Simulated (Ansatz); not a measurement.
# SrAlGe: the cost of one run

Computed with Ansatz 0.2.0 through its Python package. Level of theory: DFT r2SCAN, plane waves, PAW.

## (1) The structure

Symmetry: P-6m2, No. 187, hexagonal system. Conventional cell: a = 4.297 Å, b = 4.297 Å, c = 4.779 Å, α = 90.00°, β = 90.00°, γ = 120.00°. Sr (site symmetry -6m2) is surrounded by 6 Al at 3.44 Å and 6 Ge at 3.44 Å. Around Al (site symmetry -6m2) lie 3 Ge at 2.48 Å. Ge (site symmetry -6m2) has 3 Al at 2.48 Å as nearest neighbours.

The script holds or builds the structure itself.

## (2) The code

File sralge.py:

```python
# -*- coding: utf-8 -*-
"""SCF run for SrAlGe."""

import sys

import ansatz
from ase.data import atomic_numbers
import numpy as np
from pymatgen.core import Structure
import spglib

sralge = (
    ansatz.Lattice.of((4.296519, 0.0, 0.0), (-2.14826, 3.720895, 0.0), (0.0, 0.0, 4.779022))
    .atom("Sr", (0.0, 0.0, 0.0))
    .atom("Al", (2 / 3, 1 / 3, 0.5))
    .atom("Ge", (1 / 3, 2 / 3, 0.5))
)

# the calculation
calc = (
    sralge.calculation()
    .functional(ansatz.Functional.R2SCAN)
    .basis(23 * ansatz.Ha)
    .occupations(ansatz.OccupationsMethod.FERMI_DIRAC, width=50 * ansatz.meV)
    .kpoints(6, 6, 5)
    .stress()
    .forces()
)
try:
    outcome = calc.run(threads=1, pin="off")
except ansatz.NonConvergedError as error:
    sys.exit(f"no convergence: {error}")
except ansatz.RefusalError as error:
    sys.exit(f"input refused: {error}")
summary = outcome.report

n_atoms = len(summary["lattice"]["sites"])
print("F =", round(summary["free_energy_ev"], 4), "eV for", n_atoms, "atoms")
print("E(sigma -> 0) =", round(summary["energy_sigma0_ev"], 4), "eV, TS =", round(summary["entropy_ts_ev"], 5), "eV")
print("closed by", summary["closed_by"], "after", summary["n_iterations"], "iterations")

# the stress is positive in compression
print("pressure by term (GPa)")
for term, tensor in summary["stress_terms_gpa"].items():
    if np.any(tensor):
        print(f"  {term:28s} {np.trace(np.array(tensor)) / 3:12.3f}")
print(f"  {'total':28s} {np.trace(np.array(summary['stress_gpa'])) / 3:12.3f}")

for term in (ansatz.EnergyTerm.SMEARING, ansatz.EnergyTerm.DISPERSION):
    print(f"F without {term.name.lower()}: {ansatz.free_energy_without(summary, term):.5f} eV")

spg_cell = (outcome.lattice.cell_ang, [s.position_frac for s in outcome.lattice.sites], [atomic_numbers[s.symbol] for s in outcome.lattice.sites])
# space group as spglib finds it
for tolerance in (1e-5, 1e-3, 1e-1):
    print(f"symprec {tolerance:g} A: {spglib.get_spacegroup(spg_cell, symprec=tolerance)}")
print("operations used by the run:", summary["n_symmetry_ops"])

final = Structure(outcome.lattice.cell_ang, [s.symbol for s in outcome.lattice.sites], [s.position_frac for s in outcome.lattice.sites])
# count neighbours out to a fixed multiple of the shortest distance
for index, (site, neighbours) in enumerate(zip(final, final.get_all_neighbors(5.5))):
    first = min(n.nn_distance for n in neighbours)
    shell = [n for n in neighbours if n.nn_distance < 1.2 * first]
    mean = sum(n.nn_distance for n in shell) / len(shell)
    print(f"atom {index} {site.specie.symbol}: {len(shell)} neighbours within 1.2 of the shortest distance, mean {mean:.3f} A")

if outcome.unlabelled_reasons:
    print("not a label:", outcome.unlabelled_reasons)
else:
    print(outcome.training_frame().splitlines()[0], "atoms in the frame")
```

## (3) Running it

Command:

```console
$ python sralge.py
```

Q: Estimate wall time and peak memory on 1 thread of Arm Neoverse N1, shared host.

About 19 s, with a peak of 0.62 GiB.
